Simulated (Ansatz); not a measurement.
# Ga2B: the cost of one run

Computed with Ansatz 0.2.0 (DFT PBE, scalar-relativistic, plane waves, PAW, unless a step's input says otherwise).

## (1) The structure to begin with

It takes space group I4_1/amd (No. 141, tetragonal). Conventional cell: a = 5.421 Å, b = 5.421 Å, c = 3.754 Å, α = 90.00°, β = 90.00°, γ = 90.00°. Ga (site symmetry 2/m) is surrounded by 2 B at 1.95 Å and 4 Ga at 2.13 Å. B (site symmetry -4m2) has 4 Ga at 1.95 Å as nearest neighbours.

Structure file:

```xyz
6
Lattice="-2.7103 2.7103 1.8768 2.7103 -2.7103 1.8768 2.7103 2.7103 -1.8768" Properties=species:S:1:pos:R:3 pbc="T T T"
Ga    2.7103    1.3552    0.4692
Ga    1.3552    2.7103   -0.4692
Ga    1.3552    0.0000    1.4076
Ga    0.0000    1.3552    2.3459
B     0.0000    0.0000    0.0000
B     0.0000    2.7103    0.9384
```

Recipe of the guess: 4-, 6-connected net, elements by coordination (I4_1/amd, No. 141). Lengths come from tabulated atomic sizes and are only a guess.

## (2) A first look at the guess

Input file input.yaml:

```yaml
crystal:
  lattice:
    - [-2.71034323, 2.71034323, 1.87675139]
    - [2.71034323, -2.71034323, 1.87675139]
    - [2.71034323, 2.71034323, -1.87675139]
  atoms:
    - { symbol: Ga, position: [0.375, 0.625, 0.75] }
    - { symbol: Ga, position: [0.375, 0.125, 0.75] }
    - { symbol: Ga, position: [0.375, 0.625, 0.25] }
    - { symbol: Ga, position: [0.875, 0.625, 0.25] }
    - { symbol: B, position: [0.0, 0.0, 0.0] }
    - { symbol: B, position: [0.75, 0.25, 0.5] }
basis:
  ecutwfc: 420
kpoints:
  mp_grid: { grid: [6, 6, 6] }
hamiltonian:
  xc: pbe
scf:
  occupations: { method: gaussian, width: 0.1 }
  lower_state_search: "off"
output:
  forces: true
  stress: true
  eigenvalues: true
```

The run is started by

```console
ansatz run input.yaml --threads 1 --pin off --max-ram 2560MiB --backend cpu --events-out ev --progress --plain --runs-dir out
```

What time and memory should one allow on 1 thread of Intel Xeon at 2.70GHz, shared host?

About 3.8 s, with a peak of 0.37 GiB.
